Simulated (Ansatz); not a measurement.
# NiTe2 (Melonite): the cost of one run

Computed with Ansatz 0.2.0 through its Python package. Level of theory: DFT PBEsol, plane waves, PAW.

The COD entry's cell or inner coordinates are ideal or old and differ from later refinements, so a difference from it is no clean test against experiment.

**1. The structure**

It takes space group P-3m1 (No. 164, trigonal). The conventional cell has a = 3.861 Å, b = 3.861 Å, c = 5.297 Å, α = 90.00°, β = 90.00°, γ = 120.00°. Around Ni (site symmetry -3m) lie 6 Te at 2.59 Å. Te (site symmetry 3m) is surrounded by 3 Ni at 2.59 Å.

The script holds or builds the structure itself.

**2. The code**

Contents of vcrelax_nite2.py:

```python
'''Cell relaxation of NiTe2.'''

from pathlib import Path
import json
import warnings

import ansatz
from ase import Atoms
from ase.data import atomic_numbers
from ase.neighborlist import neighbor_list
import numpy as np
import spglib

ECUT = 550
FUNCTIONAL = 'pbesol'
OCCUPATIONS = 'cold'
KGRID = (7, 7, 5)

def edges_and_angles(cell):
    cell = np.asarray(cell)
    a, b, c = np.linalg.norm(cell, axis=1)
    cosines = cell[1] @ cell[2] / (b * c), cell[0] @ cell[2] / (a * c), cell[0] @ cell[1] / (a * b)
    return (a, b, c, *np.degrees(np.arccos(cosines)))


def main() -> None:
    warnings.simplefilter('ignore', ansatz.DeckWarning)

    vectors = np.array([
        [3.861, 0.0, 0.0],
        [-1.9305, 3.34372408, 0.0],
        [0.0, 0.0, 5.297],
    ])
    xtal = (
        ansatz.Lattice.of(vectors)
        .atom('Ni', [0.0, 0.0, 0.0])
        .atom('Te', [1 / 3, 2 / 3, 0.25])
        .atom('Te', [2 / 3, 1 / 3, 0.75])
        .moments(Ni=1.5)
    )

    # edges free, angles fixed
    calculation = (
        xtal.calculation()
        .basis(ECUT)
        .functional(FUNCTIONAL)
        .occupations(OCCUPATIONS)
        .kpoints(*KGRID)  # the mesh must be finer for metals
        .spin('collinear')  # two spin channels
        .relax(max_steps=40, fix_cell=['angles'])
        .density()
        .potential()
        .electron_localization_function()  # 1 for a lone pair or bond, 0.5 for a uniform gas
        .output_files(volumetric_format='npy')
    )
    done = calculation.run(threads=1, events_out='stream.ndjson')
    with open('stream.ndjson') as stream:
        events = [json.loads(line) for line in stream]
    steps = [e['data'] for e in events if e['event'] == 'relax_step']
    rep = done.report
    for s in steps:
        flag = '' if s['accepted'] else '  (rejected)'
        print('step %2d  E = %.5f eV  largest force component = %.4f eV/A%s' % (s['step'], s['lagrangian_ev'], s['allowed_force_max_ev_ang'], flag))

    first, last = steps[0], steps[-1]
    symbols = [site.symbol for site in done.lattice.sites]
    print(f'energy gained {first["lagrangian_ev"] - last["lagrangian_ev"]:.4f} eV in {len(steps) - 1} steps')
    for label, vectors in (('before', first['cell_ang']), ('after', done.lattice.cell_ang)):
        print(label, 'a b c (A) {:.4f} {:.4f} {:.4f}  angles {:.2f} {:.2f} {:.2f}'.format(*edges_and_angles(vectors)), f' V = {abs(np.linalg.det(vectors)):.3f} A^3')
    print('final stress xx yy zz (GPa, compression positive):', np.round(np.diag(rep['stress_gpa']), 3) + 0.0)

    fractions = [site.position_frac for site in done.lattice.sites]
    numbers = [atomic_numbers[s] for s in symbols]
    for tolerance in (1e-3, 1e-2, 1e-1):
        print(f'space group at {tolerance} A:', spglib.get_spacegroup((done.lattice.cell_ang, fractions, numbers), symprec=tolerance))

    final = Atoms(symbols, positions=last['positions_ang'], cell=done.lattice.cell_ang, pbc=True)
    i, j, d = neighbor_list('ijd', final, 4.5)
    print('neighbours within 1.15 times the shortest distance of each atom (A)')
    for atom in range(len(final)):
        near = [m for m in np.argsort(d) if i[m] == atom]
        shell = [m for m in near if d[m] < 1.15 * d[near[0]]]
        print(f'{symbols[atom]}{atom} ({len(shell)}):', ', '.join(f'{symbols[j[m]]} {d[m]:.3f}' for m in shell))

    print(f'free energy      {rep["free_energy_ev"]:.5f} eV')
    print(f'per atom         {rep["free_energy_ev"] / len(done.lattice.sites):.5f} eV')
    print(f'SCF iterations   {rep["n_iterations"]}  (converged: {rep["converged"]})')

    folder = Path(done.write_results('fields'))
    print('densities in e/A^3, potentials in eV, ELF without unit')
    for name in sorted(p.name for p in folder.glob('*.npy')):
        field = np.load(folder / name)
        print(f'{name:16s} {str(field.shape):16s} min {field.min():10.4f}  mean {field.mean():10.4f}  max {field.max():10.4f}')

    print('site moments (muB):', [round(m, 2) for m in rep['site_moments_mub']])
    print('electrons up, down:', [round(n, 3) for n in rep['spin_occupation_sums']])


if __name__ == '__main__':
    main()
```

**3. What the engine is handed**

The package turns the script's settings into the engine's input:

```yaml
crystal:
  lattice:
    - [3.861, 0.0, 0.0]
    - [-1.9305, 3.34372408, 0.0]
    - [0.0, 0.0, 5.297]
  atoms:
    - { symbol: Ni, position: [0.0, 0.0, 0.0] }
    - { symbol: Te, position: [0.3333333333333333, 0.6666666666666666, 0.25] }
    - { symbol: Te, position: [0.6666666666666666, 0.3333333333333333, 0.75] }
basis:
  ecutwfc: 550.0
kpoints:
  mp_grid:
    grid: [7, 7, 5]
hamiltonian:
  xc: pbesol
magnetization:
  spin_polarized: true
  per_species:
    Ni: 1.5
scf:
  occupations:
    method: cold
relax:
  max_steps: 40
  cell:
    fix: [angles]
output:
  write_density: true
  write_potential: true
  volumetric_format: npy
  elf: true
```

**4. Launch**

Started as:

```bash
> python vcrelax_nite2.py
```

Q: Estimate wall time and peak memory on 1 thread of Arm Neoverse V1, shared host.

About 3.8 min, with a peak of 0.74 GiB.
